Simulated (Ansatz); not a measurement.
# ZnNH3: basis-set convergence

One table from this session's results is given with a row withheld; the runs are named, their logs left out.

The runs use Ansatz 0.2.0, Gaussian basis; one geometry, several basis sets.

The runs, in order: PBE0-D4/def2-SVP; ωB97M-V/def2-SVP; PBE0-D4/def2-QZVPP; ωB97M-V/def2-QZVPP; the functionals' def2-TZVPP values are taken from earlier runs.

## The relaxed structure

All runs share one geometry, relaxed beforehand with PBE0-D4 in a triple-zeta def2 set.

SMILES `[NH2][ZnH]`, 5 atoms, charge 0, spin multiplicity 1.

Atoms are counted from 1 here; the program's logs count them from 0.

Bond lengths: N1–Zn2 1.817 Å, N1–H3 1.009 Å, N1–H4 1.009 Å, Zn2–H5 1.523 Å. Angles: Zn2–N1–H3 119.9°, Zn2–N1–H4 119.9°, H3–N1–H4 108.6°, N1–Zn2–H5 176.2°.

The first run:

in.yaml reads:

```yaml
crystal:
  periodic: [false, false, false]
  atoms:
    - {symbol: N, position_ang: [-0.143968, -0.833831, -0.065562]}
    - {symbol: Zn, position_ang: [0.344855, 0.915567, -0.097376]}
    - {symbol: H, position_ang: [-1.046053, -1.111134, -0.422578]}
    - {symbol: H, position_ang: [0.073161, -1.402748, 0.738989]}
    - {symbol: H, position_ang: [0.822005, 2.358546, -0.194875]}
basis:
  gaussian: {orbitals: def2-SVP}
hamiltonian: {xc: pbe0, dispersion: d4}
output: {orbitals: {seedname: orbitals}}
```

Among the steps run: PBE0-D4 in def2-SVP; ωB97M-V in def2-SVP; PBE0-D4 in def2-QZVPP; ωB97M-V in def2-QZVPP.

One of the session's tables, all rows but one given; the rest of the session is left out.

It belongs to the step «Functionals by basis». 

| functional | basis | HOMO (eV) | LUMO (eV) |
| --- | --- | --- | --- |
| PBE0-D4 | def2-SVP | -6.21 | 0.55 |
| PBE0-D4 | def2-TZVPP | -6.77 | -0.27 |
| PBE0-D4 | def2-QZVPP | ? | ? |
| ωB97M-V | def2-SVP | -8.59 | 1.87 |
| ωB97M-V | def2-TZVPP | -9.15 | 1.03 |
| ωB97M-V | def2-QZVPP | -9.21 | 0.70 |

**Question.** Estimate the row for PBE0-D4, def2-QZVPP.

**Answer.** HOMO (eV): -6.82; LUMO (eV): -0.35. In the column «HOMO (eV)» it lies between ωB97M-V, def2-SVP (-8.59) and PBE0-D4, def2-TZVPP (-6.77).
